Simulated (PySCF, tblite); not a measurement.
# C₇H₁₂O: geometry, infrared bands and NMR shifts

Aim: predict the infrared bands and NMR shifts of C₇H₁₂O (`C=C1[C@@H](CO)C[C@@H]1C`).

Programs: tblite 0.8.0 and PySCF 2.14.0, with density-fitted response routines of our own. Each step states its level of theory. These are calculated values for one molecule in the gas phase, unless marked as measured. Atoms are numbered from 0 throughout.

### 1 Starting geometry

20 atoms, charge 0, multiplicity 1; geometry from: force field or distance geometry start.

Bonds of the start (Å): C0–C1 1.34, C1–C2 1.52, C2–C3 1.51, C3–O4 1.43, C2–C5 1.56, C5–C6 1.55, C6–C7 1.51, C6–C1 1.52, C0–H8 1.08, C0–H9 1.10, C2–H10 1.10, C3–H11 1.08, C3–H12 1.11, O4–H13 0.96, C5–H14 1.10, C5–H15 1.09, C6–H16 1.10, C7–H17 1.11, C7–H18 1.10, C7–H19 1.10.

### 2 Optimising the geometry with GFN2-xTB

What the job is given:

```
{"job": {"kind": "relax", "xc": "GFN2-xTB", "basis": "xTB"}, "charge": 0, "multiplicity": 1}
C     -0.015600     0.917800     1.849900
C     -0.057300     0.369400     0.625900
C      0.761200     0.609000    -0.633700
C      2.101800    -0.082000    -0.750600
O      3.043900     0.538400     0.129000
C     -0.432900    -0.115400    -1.335500
C     -0.895500    -0.731500     0.006100
C     -2.386200    -0.684300     0.264500
H      0.674300     1.720900     2.076300
H     -0.709700     0.586600     2.630900
H      0.830100     1.660800    -0.947900
H      2.484800    -0.022700    -1.762100
H      2.039300    -1.149000    -0.465300
H      2.698900     0.451600     1.023000
H     -1.152900     0.584900    -1.788700
H     -0.149700    -0.844100    -2.087900
H     -0.502100    -1.743700     0.175800
H     -2.914700    -1.381900    -0.414200
H     -2.805400     0.316600     0.108500
H     -2.617600    -0.990900     1.293000
```

Run with:

```console
$ OMP_NUM_THREADS=1 python probes_run.py task.json out
```

This one command runs all jobs of the session in turn.

**Question.** This job is followed by: GFN2-xTB harmonic vibrations, gas phase; GIAO PBE0/pcSseg-1 NMR shielding, non-relativistic, gas phase. What will the session give for the following? strongest single infrared mode (GFN2-xTB); zero-point energy (GFN2-xTB); 13C shifts against TMS (PBE0/pcSseg-1); 1H shifts against TMS (PBE0/pcSseg-1, means over atoms taken as alike); 17O shifts against H2O (PBE0/pcSseg-1).

**Answer**, as computed:

```
                                                              quantity                                                           value
                             strongest single infrared mode (GFN2-xTB)                                            402 cm⁻¹, 150 km/mol
                                          zero-point energy (GFN2-xTB)                                                  108.5 kcal/mol
                                13C shifts against TMS (PBE0/pcSseg-1)                  168.9, 111.2, 71.2, 44.7, 37.2, 27.6, 22.3 ppm
1H shifts against TMS (PBE0/pcSseg-1, means over atoms taken as alike)  5.23, 5.20, 3.88, 3.58, 2.96, 2.95, 1.63, 1.58, 1.31, 1.21 ppm
                                17O shifts against H2O (PBE0/pcSseg-1)                                                        34.7 ppm
```

**Reading.** Relaxing lowered the energy by 0.244 eV in 75 steps; the close pair that moved most is C3–O4, from 1.430 to 1.405 Å. No mode is imaginary among the 54: a minimum at this level. The strongest single mode, at 402 cm⁻¹, moves mainly H13. Unscaled tight-binding wavenumbers are off by several per cent, some by more. Its intensities can rank the bands wrongly. At PBE0/pcSseg-1: The widest tensor belongs to C1: span 240 ppm, with a paramagnetic part of -245 ppm.
